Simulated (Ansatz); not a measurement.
# Al2Cu: a tetragonal deformation path

The task here is to estimate one member of a computed series from the others.

Computed with Ansatz 0.2.0 (DFT LDA, scalar-relativistic, plane waves, PAW, unless a step's input says otherwise).

1 further run of the same task is left out (set aside as unsound or not needed).

### The structure to begin with

It takes space group P4/mmm (No. 123, tetragonal). Conventional cell: a = 4.105 Å, b = 4.105 Å, c = 2.891 Å, α = 90.00°, β = 90.00°, γ = 90.00°. Al (site symmetry mmm) has 4 Cu at 2.51 Å as nearest neighbours. Cu (site symmetry 4/mmm) has 8 Al at 2.51 Å as nearest neighbours.

Coordinates:

```cif
data_structure
_symmetry_space_group_name_H-M 'P4/mmm'
_symmetry_Int_Tables_number 123
_cell_length_a 4.1052
_cell_length_b 4.1052
_cell_length_c 2.8913
_cell_angle_alpha 90.000
_cell_angle_beta 90.000
_cell_angle_gamma 90.000
_cell_volume 48.73
loop_
_atom_site_label
_atom_site_type_symbol
_atom_site_symmetry_multiplicity
_atom_site_Wyckoff_symbol
_atom_site_fract_x
_atom_site_fract_y
_atom_site_fract_z
_atom_site_occupancy
Al1 Al 2 e 0.50000 0.00000 0.50000 1
Cu1 Cu 1 a 0.00000 0.00000 0.00000 1
```

The structure comes from the Materials Project (structure only).

Set-up of the first run:

(A quick probe on a coarse mesh, which set the mesh and smearing, is not shown.)

File input.yaml:

```yaml
crystal:
  lattice:
    - [4.105182, 0.0, 0.0]
    - [0.0, 4.105182, 0.0]
    - [0.0, 0.0, 2.891313]
  atoms:
    - { symbol: Al, position: [0.5, 0.0, 0.5] }
    - { symbol: Al, position: [0.0, 0.5, 0.5] }
    - { symbol: Cu, position: [0.0, 0.0, 0.0] }
basis:
  ecutwfc: 420
kpoints:
  mp_grid: { grid: [10, 10, 14] }
hamiltonian:
  xc: lda
scf:
  occupations: { method: gaussian, width: 0.1 }
output:
  forces: true
  stress: true
  eigenvalues: true
relax:
  adjacent_minimum: "off"
  f_tol: 0.005
  max_steps: 80
  cell: { stress_tol: 0.05 }
```

Steps of the session up to this table: Relaxing cell and atoms; The reference: the undisturbed cell on the scan's mesh; ρ = 0.850; Point ρ = 1.200; Point ρ = 0.920; ρ = 1.100.

One table of the session follows, with a row left open; its other results are not shown here.

Collected from the runs (energy zero: the undisturbed cell):

| ρ | ΔE (meV/atom) | pressure (GPa) |
| --- | --- | --- |
| 0.850 | 79.9 | 3.6 |
| 0.920 | 19.8 | 1.0 |
| 1.000 | 0.0 | 0.0 |
| 1.100 | ? | ? |
| 1.200 | 90.7 | 2.0 |

Q: Estimate the row for ρ = 1.100 from the others.

Worked estimate for «ΔE (meV/atom)». A straight line through the neighbours (1.000, 0.0) and (1.200, 90.7) gives 0.0 + (90.7 − 0.0) × (1.100 − 1.000) / (1.200 − 1.000) = 45.4; a parabola fitted to 3 rows on both sides gives 20.3.

The run gave: ΔE (meV/atom): 29.6; pressure (GPa): 0.6. In «ΔE (meV/atom)» the line misses by +15.8 and the parabola by -9.3.
